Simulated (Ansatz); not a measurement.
Ti3Se:

```xyz
4
Lattice="3.1974 0.0000 0.0000 -1.5987 2.7691 0.0000 0.0000 0.0000 7.9427" Properties=species:S:1:pos:R:3 pbc="T T T"
Se    0.0000    0.0000    0.0000
Ti    1.5987    0.9230    3.9714
Ti    0.0000    1.8460    6.1390
Ti    0.0000    1.8460    1.8038
```

The cell comes from a database or a generator and needn't be the stable form of this composition.

Program: Ansatz 0.2.0. Alike in all runs: task band structure; potentials or basis Ansatz PAW; cell as given; k mesh 10 × 10 × 4; smearing fermi-dirac 0.05 eV. Hardware: 2 threads of Intel(R) Xeon(R) Processor @ 2.50GHz (Skylake/Cascade Lake), on a shared host.

Question: Order these runs on this cell by their wall time, lowest first.
A. level PBE; spin off; cutoff (eV) 420
B. level PBEsol; spin SOC, no magnetisation; cutoff (eV) 420
C. level r2SCAN; spin off; cutoff (eV) 500

Answer: A (17 s), C (37 s), B (170 s).

Not every run made on this cell is shown here.
